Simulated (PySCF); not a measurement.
# C3H9NSi: the cost of one run

Computed with PySCF 2.14.0, with density-fitted response routines of our own, on a single molecule in the gas phase. Atoms are numbered from 0 throughout.

**1. The molecule as given**

14 atoms, charge 0, multiplicity 1; geometry from: GFN2-xTB. The atoms were then displaced at random by about 0.01 Å, so the start is not that level's minimum.

Bonds of the start (Å): C0–C1 1.35, C1–C2 1.50, C2–Si3 1.86, Si3–N4 1.73, C0–H5 1.04, C0–H6 1.08, C1–H7 1.09, C2–H8 1.08, C2–H9 1.07, Si3–H10 1.48, Si3–H11 1.47, N4–H12 1.03, N4–H13 1.02.

**2. Optimising the geometry at PBE0-D3(BJ)/def2-SVP**

Job settings and geometry (Å):

```
{"job": {"xc": "PBE0", "basis": "def2-SVP", "d3": "d3bj", "grid": 1, "shake": 0.01, "kind": "geom"}, "charge": 0, "multiplicity": 1}
C      2.191120    -0.059880     0.894820
C      1.184730     0.540330     0.217260
C      0.445030    -0.066480    -0.932190
Si    -1.221860    -0.709700    -0.409290
N     -2.140880     0.655030     0.133230
H      2.532110    -1.007880     0.620540
H      2.663770     0.440940     1.726660
H      0.865940     1.536390     0.507800
H      1.042900    -0.884830    -1.314730
H      0.333030     0.674050    -1.702440
H     -1.079070    -1.793270     0.588140
H     -1.988700    -1.209320    -1.560330
H     -3.129370     0.553140     0.403790
H     -1.705920     1.316400     0.774160
```

On the command line:

```
> OMP_NUM_THREADS=1 python probes_run.py task.json out
```

The driver reads the jobs from task.json and runs them one after another.

**Question.** How long does this first job take on 1 thread of Arm Neoverse N1, shared host, and how much memory does it need?

About 92 s, with a peak of 0.52 GiB.
